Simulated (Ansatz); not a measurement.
# Te2Mo: the cost of one run

Program: Ansatz 0.2.0. Level of theory: DFT LDA, scalar-relativistic, plane waves, PAW. These are calculated values, not measurements.

### 1 The structure to begin with

The structure is trigonal, space group P-3m1 (No. 164). The conventional cell has a = 3.471 Å, b = 3.471 Å, c = 36.981 Å, α = 90.00°, β = 90.00°, γ = 120.00°. Te (site symmetry 3m) is surrounded by 3 Mo at 2.69 Å. Mo (site symmetry 3m) has 6 Te at 2.69 Å as nearest neighbours.

Coordinates:

```cif
data_structure
_symmetry_space_group_name_H-M 'P-3m1'
_symmetry_Int_Tables_number 164
_cell_length_a 3.4715
_cell_length_b 3.4715
_cell_length_c 36.9805
_cell_angle_alpha 90.000
_cell_angle_beta 90.000
_cell_angle_gamma 120.000
_cell_volume 385.96
loop_
_atom_site_label
_atom_site_type_symbol
_atom_site_symmetry_multiplicity
_atom_site_Wyckoff_symbol
_atom_site_fract_x
_atom_site_fract_y
_atom_site_fract_z
_atom_site_occupancy
Te1 Te 2 d 0.33333 0.66667 0.85827 1
Te2 Te 2 d 0.33333 0.66667 0.23060 1
Te3 Te 2 d 0.66667 0.33333 0.67233 1
Te4 Te 2 d 0.66667 0.33333 0.04456 1
Mo1 Mo 2 d 0.33333 0.66667 0.72078 1
Mo2 Mo 2 d 0.33333 0.66667 0.09315 1
```

It goes back to an entry of the Materials Project, which need not be the stable form.

It is the result of an earlier relaxation at this level (volume 32.16 Å³/atom; gap on the mesh: 0.78 eV).

### 2 Band edges anywhere in the zone

Contents of input.yaml:

```yaml
crystal:
  lattice:
    - [3.4714970532, 0.0, 0.0]
    - [-1.7357485266, 3.0064046372, 0.0]
    - [0.0, 0.0, 36.9805323605]
  atoms:
    - { symbol: Te, position: [0.3333333333, 0.6666666667, 0.8582692113] }
    - { symbol: Te, position: [0.3333333333, 0.6666666667, 0.2306020697] }
    - { symbol: Te, position: [0.6666666667, 0.3333333333, 0.6723277457] }
    - { symbol: Te, position: [0.6666666667, 0.3333333333, 0.0445601677] }
    - { symbol: Te, position: [0.6666666667, 0.3333333333, 0.7693979303] }
    - { symbol: Te, position: [0.6666666667, 0.3333333333, 0.1417307887] }
    - { symbol: Te, position: [0.3333333333, 0.6666666667, 0.9554398323] }
    - { symbol: Te, position: [0.3333333333, 0.6666666667, 0.3276722543] }
    - { symbol: Mo, position: [0.3333333333, 0.6666666667, 0.7207834795] }
    - { symbol: Mo, position: [0.3333333333, 0.6666666667, 0.0931456056] }
    - { symbol: Mo, position: [0.6666666667, 0.3333333333, 0.9068543944] }
    - { symbol: Mo, position: [0.6666666667, 0.3333333333, 0.2792165205] }
basis:
  ecutwfc: 420
kpoints:
  mp_grid: { grid: [12, 12, 1] }
  band_path: { path: [VBM, CBM], npoints: 2 }
hamiltonian:
  xc: lda
scf:
  occupations: { method: gaussian, width: 0.02 }
output:
  forces: false
  stress: false
  eigenvalues: true
checkpoint:
  read: start.run
  write: ck
  compress: false
  write_wavefunctions: false
  write_every: 100000
```

Run with:

```console
$ ansatz run input.yaml --threads 2 --pin off --max-ram 5120MiB --backend cpu --events-out ev --progress --plain --runs-dir out
```

**Question.** How long does this run take on 2 threads of Intel Xeon 6975P-C (Granite Rapids), shared host, and how much memory does it need?

About 2.5 min, with a peak of 1.2 GiB.
